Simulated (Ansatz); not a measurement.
# AlO2: a hydrostatic pressure series

Aim: relax AlO2 at pressures from -2 to 20 GPa within the symmetry of the start, and follow volume, cell shape and gap.

Method: DFT PBE, scalar-relativistic, plane waves, PAW, in Ansatz 0.2.0.

3 further runs of the same task are left out: 3 set aside as unsound or not needed.

### 1 The starting structure

The structure is orthorhombic, space group Pnma (No. 62). The conventional cell has a = 9.349 Å, b = 2.917 Å, c = 4.820 Å, α = 90.00°, β = 90.00°, γ = 90.00°. Al (site symmetry m) is surrounded by 6 O at 1.81 to 2.13 Å. O (site symmetry m) has 3 Al at 1.81 to 1.82 Å as nearest neighbours. O (site symmetry m) is surrounded by 3 Al at 1.90 to 2.13 Å.

Structure file:

```
CELL_PARAMETERS angstrom
9.34907 0.00000 0.00000
0.00000 2.91696 0.00000
0.00000 0.00000 4.82040
ATOMIC_POSITIONS crystal
Al 0.16290 0.25000 0.95796
Al 0.83710 0.75000 0.04204
Al 0.33710 0.75000 0.45796
Al 0.66290 0.25000 0.54204
O 0.77097 0.25000 0.23003
O 0.22903 0.75000 0.76997
O 0.72903 0.75000 0.73003
O 0.27097 0.25000 0.26997
O 0.96857 0.25000 0.84536
O 0.03143 0.75000 0.15464
O 0.53143 0.75000 0.34536
O 0.46857 0.25000 0.65464
```

It is the result of an earlier relaxation at this level (volume 10.95 Å³/atom; gap on the mesh: 0.14 eV, site moments up to 0.8 μB).

### 2 The gap over the whole zone

The input, input.yaml:

```yaml
crystal:
  lattice:
    - [9.3490740952, 0.0, 0.0]
    - [0.0, 2.9169597915, 0.0]
    - [0.0, 0.0, 4.8204040284]
  atoms:
    - { symbol: Al, position: [0.1628980053, 0.25, 0.957958898] }
    - { symbol: Al, position: [0.8371019947, 0.75, 0.042041102] }
    - { symbol: Al, position: [0.3371019947, 0.75, 0.457958898] }
    - { symbol: Al, position: [0.6628980053, 0.25, 0.542041102] }
    - { symbol: O, position: [0.7709720861, 0.25, 0.2300346967] }
    - { symbol: O, position: [0.2290279139, 0.75, 0.7699653033] }
    - { symbol: O, position: [0.7290279139, 0.75, 0.7300346967] }
    - { symbol: O, position: [0.2709720861, 0.25, 0.2699653033] }
    - { symbol: O, position: [0.968571096, 0.25, 0.8453600752], spin: 0.91 }
    - { symbol: O, position: [0.031428904, 0.75, 0.1546399248], spin: 0.91 }
    - { symbol: O, position: [0.531428904, 0.75, 0.3453600752], spin: 0.91 }
    - { symbol: O, position: [0.468571096, 0.25, 0.6546399248], spin: 0.91 }
basis:
  ecutwfc: 420
kpoints:
  mp_grid: { grid: [4, 12, 8] }
  band_path: { path: [VBM, CBM], npoints: 2 }
hamiltonian:
  xc: pbe
scf:
  occupations: { method: gaussian, width: 0.01 }
output:
  forces: true
  stress: true
  eigenvalues: true
  populations: true
magnetization:
  spin_polarized: true
checkpoint:
  read: start.run
  write: ck
  compress: false
  write_wavefunctions: false
  write_every: 100000
```

Command:

```bash
$ ansatz run input.yaml --threads 2 --pin off --max-ram 5120MiB --backend cpu --events-out ev --progress --plain --runs-dir out
```

The session goes on with these runs: relaxing at -2 GPa; band edges over the zone at -2 GPa; target pressure 2 GPa; band edges over the zone at 2 GPa; target pressure 5 GPa; target pressure 10 GPa; relaxing at 20 GPa.

Q: Predict the outcome of this session.

The runs gave:

| quantity | value |
| --- | --- |
| volume at 20 GPa | 8.41 Å³/atom, V/V0 = 0.767 |
| gap at 0 and 20 GPa | 0.13 eV; none (metal) |

**Reading.** Up to 20 GPa the volume falls by 23.3 %. One equation of state does not fit: a third-order Birch-Murnaghan curve misses by up to 3.1 GPa, so the compression is not smooth over this range. The cell gives way unevenly: a -0.4 %, b -4.5 %, c -19.3 %. The gap closes between 2 and 5 GPa; that is the Kohn-Sham gap on the mesh, and since semilocal gaps are small it probably closes too early. The largest site moment goes from 0.83 to 0.00 μB. The symmetry of the start is kept, so a transition to another structure would not show.
